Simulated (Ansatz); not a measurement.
# AlGaH₃N: ionisation energy by level of theory

How much energy removes an electron from AlGaH₃N at fixed geometry? The cation is run at each level and the neutral's energy taken from earlier runs.

The runs use Ansatz 0.2.0, Gaussian basis; unrestricted cation, the program's frozen cores in correlated methods.

Plan: UKS PBE-D4/def2-TZVPP; UKS r2SCAN-D4/def2-TZVPP; UKS PBE0-D4/def2-TZVPP; UKS B3LYP-D4/def2-TZVPP; UKS wB97X-V/def2-TZVPP; UKS wB97M-V/def2-TZVPP; UKS B2PLYP/def2-TZVPP; UHF-CCSD(T)/def2-TZVPP; UHF-MP2/def2-QZVPP; extrapolation to the limit; then −ε(HOMO) from the neutral's earlier runs with LDA (SPW92), PBE-D4, revPBE-D4, BLYP-D4, r2SCAN-D4, B97M-V, PBE0-D4, B3LYP-D4, r2SCANh-D4, r2SCAN0-D4, HSE06-D4, BHLYP-D4, CAM-B3LYP-D4, LC-ωPBE, ωB97X-V, ωB97M-V.

### Step 1. The relaxed structure

All runs share one geometry, relaxed beforehand with PBE0-D4 in a triple-zeta def2 set.

6 atoms, charge 0, spin multiplicity 1.

Atoms are counted from 1 here; the program's logs count them from 0.

Bond lengths: N1–Al2 1.780 Å, N1–Ga3 1.892 Å, N1–H4 1.016 Å, Al2–H5 1.586 Å, Al2–H6 1.588 Å. Angles: Al2–N1–Ga3 126.3°, Al2–N1–H4 117.4°, Ga3–N1–H4 116.3°, N1–Al2–H5 122.1°, N1–Al2–H6 115.4°, H5–Al2–H6 122.5°.

### Step 2. Cation, UKS PBE-D4/def2-TZVPP

Input file in.yaml:

```yaml
crystal:
  periodic: [false, false, false]
  atoms:
    - {symbol: N, position_ang: [-0.808042, -0.340126, 0.109772]}
    - {symbol: Al, position_ang: [0.796071, 0.272419, -0.357796]}
    - {symbol: Ga, position_ang: [-1.526125, -0.380635, 1.859989]}
    - {symbol: H, position_ang: [-1.402606, -0.705416, -0.628358]}
    - {symbol: H, position_ang: [1.296768, 0.257572, -1.862334]}
    - {symbol: H, position_ang: [1.686033, 0.832186, 0.832627]}
basis:
  gaussian: {orbitals: def2-TZVPP}
total_charge: 1
magnetization: {spin_polarized: true, initial_magnetization: 1}
hamiltonian: {xc: pbe, dispersion: d4}
```

Launch:

```sh
ansatz run in.yaml --threads 2 --pin off --events-out ev --progress --plain --max-ram 4352MiB
```

The runs that follow: Cation, UKS r2SCAN-D4/def2-TZVPP; Cation, UKS PBE0-D4/def2-TZVPP; Cation, UKS B3LYP-D4/def2-TZVPP; Cation, UKS wB97X-V/def2-TZVPP; Cation, UKS wB97M-V/def2-TZVPP; Cation, UKS B2PLYP (frozen core)/def2-TZVPP; Cation, UHF-CCSD(T)/def2-TZVPP; Cation, UHF-MP2/def2-QZVPP.

Before running them: what should the planned runs give, taken together? Wanted: ionisation energy, CCSD(T)/CBS; nearest functional by difference; nearest −ε(HOMO); −ε(HOMO) of PBE; T1 of the cation.

**Answer**, as computed:

| quantity | value |
| --- | --- |
| ionisation energy, CCSD(T)/CBS | 8.99 eV |
| nearest functional by difference | ωB97M-V (-0.24 eV) |
| nearest −ε(HOMO) | LC-ωPBE (+0.01 eV) |
| −ε(HOMO) of PBE | 5.60 eV |
| T1 of the cation | 0.018 |

In words: By cation minus neutral, the functionals miss by 0.45 eV at most. The PBE orbital energy is 3.4 eV too small: a semilocal HOMO is no ionisation energy. Among orbital estimates LC-ωPBE comes nearest. Hartree-Fock falls 1.34 eV short, as the neutral has more correlation energy than the cation. Correlated methods include outer-core shells of Ga, which these sets cover unevenly. With outer-core shells in play the reference is unsure by up to some tenths of an eV, so close misses can't be ranked.
